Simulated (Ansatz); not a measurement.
# ClH2O2Sc: one species, many methods

An exercise on one series of results from a longer session: the logs are not shown, and one member is left open.

Computed with Ansatz 0.2.0, Gaussian basis. Level: functionals in def2-TZVPP, the program's frozen cores in correlated methods.

Levels to be run: LDA (SPW92), PBE-D4, revPBE-D4, BLYP-D4, r2SCAN-D4, B97M-V, PBE0-D4, B3LYP-D4, r2SCANh-D4, r2SCAN0-D4, HSE06-D4, BHLYP-D4, CAM-B3LYP-D4, LC-ωPBE, ωB97X-V, ωB97M-V, B2PLYP, PBE-QIDH; CCSD(T)/def2-SVP; CCSD(T)/def2-TZVPP; CCSD(T)/def2-QZVPP; extrapolation to the limit; RPA on PBE.

## Structure used throughout

An earlier PBE0-D4 in a triple-zeta def2 set relaxation fixed the geometry.

SMILES `[OH][Sc]([OH])[Cl]`, 6 atoms, charge 0, spin multiplicity 1.

Atoms are counted from 1 here; the program's logs count them from 0.

Bond lengths: O1–Sc2 1.848 Å, O1–H5 0.953 Å, Sc2–O3 1.848 Å, Sc2–Cl4 2.325 Å, O3–H6 0.953 Å. Angles: Sc2–O1–H5 172.9°, O1–Sc2–O3 120.4°, O1–Sc2–Cl4 119.8°, O3–Sc2–Cl4 119.8°, Sc2–O3–H6 173.2°.

Set-up of the first run:

The input, in.yaml:

```yaml
crystal:
  periodic: [false, false, false]
  atoms:
    - {symbol: O, position_ang: [-1.654334, -0.263761, -0.038100]}
    - {symbol: Sc, position_ang: [0.188818, -0.368196, -0.114748]}
    - {symbol: O, position_ang: [1.225205, 1.109075, 0.281906]}
    - {symbol: Cl, position_ang: [1.209451, -2.369179, -0.713251]}
    - {symbol: H, position_ang: [-2.589613, -0.097532, 0.033300]}
    - {symbol: H, position_ang: [1.662574, 1.925494, 0.504693]}
basis:
  gaussian: {orbitals: def2-TZVPP}
hamiltonian: {xc: lda}
output: {orbitals: {seedname: orbitals}}
```

On the command line:

```console
> ansatz run in.yaml --threads 2 --pin off --events-out ev --progress --plain --max-ram 20480MiB --backend cpu
```

Steps of the session up to this table: LDA; PBE-D4 (GGA); revPBE-D4 (GGA); BLYP-D4 (GGA); r2SCAN-D4 (meta-GGA); B97M-V (meta-GGA); PBE0-D4 (hybrid); B3LYP-D4 (hybrid); r2SCANh-D4 (hybrid); r2SCAN0-D4 (hybrid); HSE06-D4 (hybrid); BHLYP-D4 (hybrid); CAM-B3LYP-D4 (range-separated); LC-ωPBE (range-separated); ωB97X-V (range-separated); ωB97M-V (range-separated); B2PLYP (double hybrid); PBE-QIDH (double hybrid).

One of the session's tables, all rows but one given; the rest of the session is left out.

It belongs to the step «Frontier levels by functional». 

| functional | HOMO (eV) | LUMO (eV) | gap (eV) |
| --- | --- | --- | --- |
| LDA (SPW92) | -7.12 | -3.16 | 3.97 |
| PBE-D4 | -6.95 | -2.93 | 4.02 |
| revPBE-D4 | -6.89 | -2.79 | 4.10 |
| BLYP-D4 | -6.81 | -2.96 | 3.85 |
| r2SCAN-D4 | -7.31 | -2.63 | 4.68 |
| B97M-V | -7.37 | -2.78 | 4.58 |
| PBE0-D4 | -8.39 | -1.98 | 6.41 |
| B3LYP-D4 | -8.12 | -2.38 | 5.74 |
| r2SCANh-D4 | -7.84 | -2.28 | 5.56 |
| r2SCAN0-D4 | -8.64 | -1.78 | 6.85 |
| HSE06-D4 | -7.99 | -2.36 | 5.63 |
| BHLYP-D4 | -9.69 | -1.27 | 8.42 |
| CAM-B3LYP-D4 | -9.78 | -1.17 | 8.61 |
| LC-ωPBE | -11.19 | 0.15 | 11.34 |
| ωB97X-V | -10.82 | -0.04 | 10.77 |
| ωB97M-V | ? | ? | ? |

Q: Estimate the row for ωB97M-V from the others.

**Answer.** HOMO (eV): -10.68; LUMO (eV): -0.39; gap (eV): 10.29. In the column «HOMO (eV)» it lies between ωB97X-V (-10.82) and CAM-B3LYP-D4 (-9.78).
